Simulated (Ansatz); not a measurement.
# Zr2TiO6: the cost of one run

Computed with Ansatz 0.2.0 (DFT PBE, scalar-relativistic, plane waves, PAW, unless a step's input says otherwise).

2 further runs of the same task are left out: 1 that didn't finish, 1 set aside as unsound or not needed. Runs told in other sessions of the task aren't counted.

### 1 The starting structure

It takes space group C2 (No. 5, monoclinic). The conventional cell has a = 14.923 Å, b = 3.240 Å, c = 4.914 Å, α = 90.00°, β = 92.71°, γ = 90.00°. Around Zr (site symmetry 1) lie 6 O at 2.08 to 2.14 Å. Ti (site symmetry 2) is surrounded by 4 O at 1.83 to 1.95 Å. Around O (site symmetry 1) lie 1 Ti at 1.83 Å and 1 Zr at 2.10 Å. O (site symmetry 1) is surrounded by 3 Zr at 2.08 to 2.13 Å. O (site symmetry 1) is surrounded by 1 Ti at 1.95 Å and 2 Zr at 2.12 to 2.14 Å.

As a file:

```
CELL_PARAMETERS angstrom
7.46138 -1.62005 0.00000
7.46138 1.62005 0.00000
-0.23208 0.00000 4.90804
ATOMIC_POSITIONS crystal
Zr 0.33902 0.35308 0.49318
Zr 0.64692 0.66098 0.50682
Ti 0.08778 0.91222 0.00000
O 0.42192 0.45766 0.18693
O 0.76878 0.78780 0.31026
O 0.08368 0.10271 0.28547
O 0.89729 0.91632 0.71453
O 0.21220 0.23122 0.68974
O 0.54234 0.57808 0.81307
```

It is the end of an earlier relaxation with the same method, from a generated guess; it needn't be the stable form of this composition. At a tolerance of 0.02 Å it has space group C2 (No. 5); it has 13.18 Å³/atom, an uncorrected energy of -3.20 eV/atom over the elements.

### 2 Bands, states and charges

Input file input.yaml:

```yaml
crystal:
  lattice:
    - [7.461381492, -1.6200463354, 0.0]
    - [7.461381492, 1.6200463354, 0.0]
    - [-0.2320768966, 0.0, 4.908041742]
  atoms:
    - { symbol: Zr, position: [0.3390190666, 0.3530768795, 0.4931762218] }
    - { symbol: Zr, position: [0.6469231205, 0.6609809334, 0.5068237782] }
    - { symbol: Ti, position: [0.0877759151, 0.9122240849, 0.0] }
    - { symbol: O, position: [0.4219233668, 0.4576561813, 0.1869340918] }
    - { symbol: O, position: [0.7687763792, 0.787804093, 0.3102598087] }
    - { symbol: O, position: [0.0836823027, 0.1027136814, 0.2854703657] }
    - { symbol: O, position: [0.8972863186, 0.9163176973, 0.7145296343] }
    - { symbol: O, position: [0.212195907, 0.2312236208, 0.6897401913] }
    - { symbol: O, position: [0.5423438187, 0.5780766332, 0.8130659082] }
basis:
  ecutwfc: 420
kpoints:
  mp_grid: { grid: [8, 8, 6] }
  band_path:
    path:
      - [[0.0, 0.0, 0.0], [-0.26181208, 0.26181208, 0.0]]
      - [[-0.73818792, -0.26181208, 0.0], [-0.5, -0.5, 0.0], [0.0, 0.0, 0.0], [-0.5, -0.5, 0.5], [-0.73988234, -0.26011766, 0.5]]
      - [[-0.26011766, 0.26011766, 0.5], [0.0, 0.0, 0.5], [0.0, 0.0, 0.0]]
      - [[-0.5, 0.0, 0.5], [0.0, 0.0, 0.0], [-0.5, 0.0, 0.0]]
    npoints: 14
hamiltonian:
  xc: pbe
scf:
  occupations: { method: gaussian, width: 0.02 }
  n_extra_bands: 22
output:
  forces: true
  stress: true
  eigenvalues: true
  populations: true
  dos: { projected: true, de: 0.02, nscf_kmesh: { grid: [12, 12, 9] } }
  bader: true
  write_density: true
  write_potential: true
  elf: true
  volumetric_format: npy
```

Command:

```bash
$ ansatz run input.yaml --threads 4 --pin off --max-ram 8192MiB --backend cpu --events-out ev --progress --plain --runs-dir out
```

**Question.** How long does this run take on 4 threads of Arm Neoverse V2, shared host, and how much memory does it need?

About 1.8 min, with a peak of 1.5 GiB.
